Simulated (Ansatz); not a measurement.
# C3H7AsGe: the cost of one run

Method: RKS PBE-D4/def2-SVP, in Ansatz 0.2.0.

## Step 1: Starting point

Bond lengths: As1–C2 1.975 Å, C2–C3 1.528 Å, C3–C4 1.406 Å, C2–Ge5 1.823 Å, C4–Ge5 1.875 Å, As1–H6 1.525 Å, As1–H7 1.609 Å, C2–H8 1.092 Å, C3–H9 1.055 Å, C4–H10 1.104 Å, Ge5–H11 1.576 Å, Ge5–H12 1.549 Å. Angles (14 of 21 angles, heavy atoms first): As1–C2–C3 112.4°, As1–C2–Ge5 108.9°, C3–C2–Ge5 98.1°, C2–C3–C4 91.9°, C3–C4–Ge5 100.4°, C2–Ge5–C4 69.6°, As1–C2–H8 110.7°, C3–C2–H8 113.1°, Ge5–C2–H8 113.1°, C2–As1–H6 93.8°, C2–As1–H7 91.1°, C2–C3–H9 128.9°, C4–C3–H9 139.2°, C3–C4–H10 126.7°.

Coordinates:

```xyz
12

As    1.2494    1.6261   -0.0361
C    -0.1351    0.2855    0.3955
C    -1.2387    0.2282   -0.6604
C    -0.8552   -1.0654   -1.0575
Ge    0.5555   -1.3814    0.1368
H     1.9167    1.5256    1.3317
H     0.3012    2.8181    0.4815
H    -0.5174    0.4381    1.4072
H    -1.9440    0.9675   -0.9232
H    -1.3792   -1.7161   -1.7788
H     0.1897   -2.3724    1.3067
H     1.9339   -1.4089   -0.5694
```

## Step 2: End point A

File input.yaml:

```yaml
crystal:
  periodic: [false, false, false]
  atoms:
    - { symbol: As, position_ang: [1.2494, 1.6261, -0.0361] }
    - { symbol: C, position_ang: [-0.1351, 0.2855, 0.3955] }
    - { symbol: C, position_ang: [-1.2387, 0.2282, -0.6604] }
    - { symbol: C, position_ang: [-0.8552, -1.0654, -1.0575] }
    - { symbol: Ge, position_ang: [0.5555, -1.3814, 0.1368] }
    - { symbol: H, position_ang: [1.9167, 1.5256, 1.3317] }
    - { symbol: H, position_ang: [0.3012, 2.8181, 0.4815] }
    - { symbol: H, position_ang: [-0.5174, 0.4381, 1.4072] }
    - { symbol: H, position_ang: [-1.944, 0.9675, -0.9232] }
    - { symbol: H, position_ang: [-1.3792, -1.7161, -1.7788] }
    - { symbol: H, position_ang: [0.1897, -2.3724, 1.3067] }
    - { symbol: H, position_ang: [1.9339, -1.4089, -0.5694] }
basis:
  gaussian: { orbitals: def2-SVP }
hamiltonian:
  xc: pbe
  dispersion: d4
relax:
  f_tol: 0.015
  max_steps: 40
```

Started as:

```
> ansatz run input.yaml --threads 2 --pin off --max-ram 3072MiB --backend cpu --events-out ev --progress --plain --runs-dir out
```

What time and memory should one allow on 2 threads of Intel Xeon 6975P-C (Granite Rapids), shared host?

About 22 s, with a peak of 0.23 GiB.
